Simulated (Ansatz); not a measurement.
# C3H7NOSi: a ladder of functionals and wavefunction methods

The task here is to estimate one member of a computed series from the others.

The runs use Ansatz 0.2.0, Gaussian basis; functionals in def2-TZVPP, the program's frozen cores in correlated methods.

The runs, in order: LDA (SPW92), PBE-D4, revPBE-D4, BLYP-D4, r2SCAN-D4, B97M-V, PBE0-D4, B3LYP-D4, r2SCANh-D4, r2SCAN0-D4, HSE06-D4, BHLYP-D4, CAM-B3LYP-D4, LC-ωPBE, ωB97X-V, ωB97M-V, B2PLYP, PBE-QIDH; CCSD(T)/def2-SVP; CCSD(T)/def2-TZVPP; MP2/def2-QZVPP; extrapolation to the limit; RPA on PBE.

### The relaxed structure

The geometry comes from an earlier relaxation with PBE0-D4 in a triple-zeta def2 set; it is a stationary point, not always the lowest conformer.

SMILES `N=CC(O)=C[SiH3]`, 13 atoms, charge 0, spin multiplicity 1.

Atoms are counted from 1 here; the program's logs count them from 0.

Bond lengths: N1–C2 1.267 Å, N1–H7 1.023 Å, C2–C3 1.472 Å, C2–H8 1.091 Å, C3–O4 1.351 Å, C3–C5 1.339 Å, O4–H9 0.963 Å, C5–Si6 1.859 Å, C5–H10 1.085 Å, Si6–H11 1.487 Å, Si6–H12 1.486 Å, Si6–H13 1.486 Å. Angles: C2–N1–H7 112.8°, N1–C2–C3 128.2°, N1–C2–H8 117.7°, C3–C2–H8 114.1°, C2–C3–O4 118.3°, C2–C3–C5 121.5°, O4–C3–C5 120.2°, C3–O4–H9 110.1°, C3–C5–Si6 123.6°, C3–C5–H10 115.9°, Si6–C5–H10 120.5°, C5–Si6–H11 111.3°, C5–Si6–H12 108.5°, C5–Si6–H13 110.6°, H11–Si6–H12 108.8°, H11–Si6–H13 108.5°, H12–Si6–H13 109.1°.

Set-up of the first run:

Input file in.yaml:

```yaml
crystal:
  periodic: [false, false, false]
  atoms:
    - {symbol: N, position_ang: [0.119400, -2.965372, -0.230898]}
    - {symbol: C, position_ang: [0.576651, -1.801251, -0.431105]}
    - {symbol: C, position_ang: [-0.028025, -0.510345, -0.065651]}
    - {symbol: O, position_ang: [-1.286384, -0.509097, 0.426990]}
    - {symbol: C, position_ang: [0.654031, 0.636539, -0.175296]}
    - {symbol: Si, position_ang: [-0.046356, 2.298051, 0.279101]}
    - {symbol: H, position_ang: [-0.767290, -2.961523, 0.279004]}
    - {symbol: H, position_ang: [1.541076, -1.714148, -0.934582]}
    - {symbol: H, position_ang: [-1.725609, -1.339262, 0.213305]}
    - {symbol: H, position_ang: [1.671160, 0.550135, -0.542931]}
    - {symbol: H, position_ang: [-0.323509, 2.385711, 1.737096]}
    - {symbol: H, position_ang: [0.946653, 3.342815, -0.082296]}
    - {symbol: H, position_ang: [-1.311297, 2.552945, -0.458036]}
basis:
  gaussian: {orbitals: def2-TZVPP}
hamiltonian: {xc: lda}
output: {orbitals: {seedname: orbitals}}
```

Among the steps run: LDA; PBE-D4 (GGA); revPBE-D4 (GGA); BLYP-D4 (GGA); r2SCAN-D4 (meta-GGA); B97M-V (meta-GGA); PBE0-D4 (hybrid); B3LYP-D4 (hybrid); r2SCANh-D4 (hybrid); r2SCAN0-D4 (hybrid); HSE06-D4 (hybrid); BHLYP-D4 (hybrid); CAM-B3LYP-D4 (range-separated); LC-ωPBE (range-separated); ωB97X-V (range-separated); ωB97M-V (range-separated); B2PLYP (double hybrid); PBE-QIDH (double hybrid).

One table of the session follows, with a row left open; its other results are not shown here.

It belongs to the step «Frontier levels by functional». 

```
  functional  HOMO (eV)  LUMO (eV)  gap (eV)
 LDA (SPW92)      -6.44      -2.96      3.48
      PBE-D4      -6.25      -2.72      3.52
   revPBE-D4      -6.18      -2.63      3.54
     BLYP-D4      -6.10      -2.57      3.53
   r2SCAN-D4      -6.46      -2.62      3.84
      B97M-V      -6.50      -2.56      3.95
     PBE0-D4      -7.35      -1.81      5.54
    B3LYP-D4      -7.14      -2.00      5.14
  r2SCANh-D4      -6.87      -2.28      4.60
  r2SCAN0-D4      -7.50      -1.76      5.74
    HSE06-D4      -6.96      -2.18      4.77
    BHLYP-D4      -8.31      -0.73      7.59
CAM-B3LYP-D4          ?          ?         ?
     LC-ωPBE      -9.92       0.40     10.32
     ωB97X-V      -9.56       0.37      9.92
     ωB97M-V      -9.47       0.29      9.77
```

Q: Estimate the row for CAM-B3LYP-D4 from the others.

The run gave: HOMO (eV): -8.61; LUMO (eV): -0.68; gap (eV): 7.93. In the column «HOMO (eV)» it lies between ωB97M-V (-9.47) and BHLYP-D4 (-8.31).
